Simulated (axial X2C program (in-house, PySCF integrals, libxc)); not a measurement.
# CdH⁺: from the state search to constants

Aim: find the lowest determinant of CdH⁺, scan the bond at several levels and fit the constants, once spin-free and once with spin–orbit coupling.

Method: all-electron X2C, Cd dyall-cv3z, H dyall-v3z; program: an in-house X2C program for linear molecules on PySCF integrals.

All values are calculated.

## 1. The job

task.json

```json
{"zs": [48, 1], "q": 1, "bas": ["dyall-cv3z", "dyall-v3z"], "levels": ["PBE0", "HF", "TPSS"], "cc": true, "r0": 1.68, "thr": -2.0, "nmax": 90, "npts": 10, "nst": 2, "ntry": 6}
```

Keys: zs atomic numbers; q charge; bas basis sets; levels methods (HF also brings MP2); cc coupled cluster on or off; r0 starting distance in Å; thr threshold in hartree for freezing inner shells (an s shell follows its p shell); nmax most natural virtual spinors; npts points asked for on the curve; nst determinants followed; ntry starts of the search.

Command:

```sh
$ python so2c.py task.json out
```

Spin-free means the one-electron spin-free X2C Hamiltonian; two-component (2c) means X2C with spin–orbit coupling and atomic mean-field two-electron Coulomb and Gaunt terms. Basis: Cd dyall-cv3z contracted to [12s12p8d5f3g], H dyall-v3z contracted to [6s2p1d]; Gaussian nuclei, density fitting. Masses: Cd 113.903 u, H 1.008 u.

Notation: σ, π±, δ± give the projection m of an orbital's angular momentum (0, ±1, ±2), α and β its spin, Λ and M_S the sums; ω is the projection of a spinor's total angular momentum and Ω the sum. Logs are in hartree.

After this run come: PBE0, spin-free; HF, spin-free; TPSS, spin-free; MP2 and beyond, spin-free; PBE0, 2c; HF, 2c; TPSS, 2c; Correlated methods, 2c.

**Question.** What will these runs give? Wanted: for each run, Hamiltonian; Re; ωe; De; μ.

**Answer**, as computed:

Lowest determinant that the search found at its distance, spin-free: M_S = 0, Λ = 0 (closed shell).

Lowest determinant that the search found at its distance, 2c: Ω = 0 (closed shell).

```csv
Hamiltonian,level,Re (Å),ωe (cm⁻¹),De (eV),μ (D)
spin-free,PBE0,1.665,1821,2.05,-1.53
spin-free,HF,1.685,1879,0.972,-2.63
spin-free,MP2,1.640,1908,1.86,n/a
spin-free,CCSD,1.670,1802,2.06,n/a
spin-free,CCSD(T),1.672,1773,2.12,n/a
spin-free,TPSS,1.671,1797,2.28,-1.43
2c,PBE0,1.665,1821,2.05,-1.53
2c,HF,1.685,1879,0.972,-2.63
2c,MP2,1.640,1907,1.86,n/a
2c,CCSD,1.670,1802,2.06,n/a
2c,CCSD(T),1.672,1772,2.12,n/a
2c,TPSS,1.671,1796,2.28,-1.43
```

Dipoles are positive if H is the positive end and refer to the centre of mass.

At CCSD(T), going from spin-free to two-component changes Re by 0 mÅ, ωe by 0.0 %; the spin-free picture holds up (part of it comes from the scalar share of the two-electron terms). De moves by 0.00 eV; both De rest on single-determinant atoms, which can miss part of an open shell's spin–orbit lowering.

De refers to Cd+ + H, each in the lowest determinant found, which need not be this curve's own limit. The state is a single determinant with fixed occupations, the lowest that a limited PBE0 search found. The closed shell is kept restricted; where the fragments are open shells, the energy then runs too high at long range. Dissociation energies refer to the lowest single-determinant-based atoms at the same level and basis. Coupled cluster ran in a truncated set of natural virtual spinors; the MP2 energy of the rest was added. The meta-GGAs lack a current-density term, which matters for open shells with orbital currents, atoms included. T1 at Re is 0.024 (Lee–Taylor), above the customary mark of 0.02.
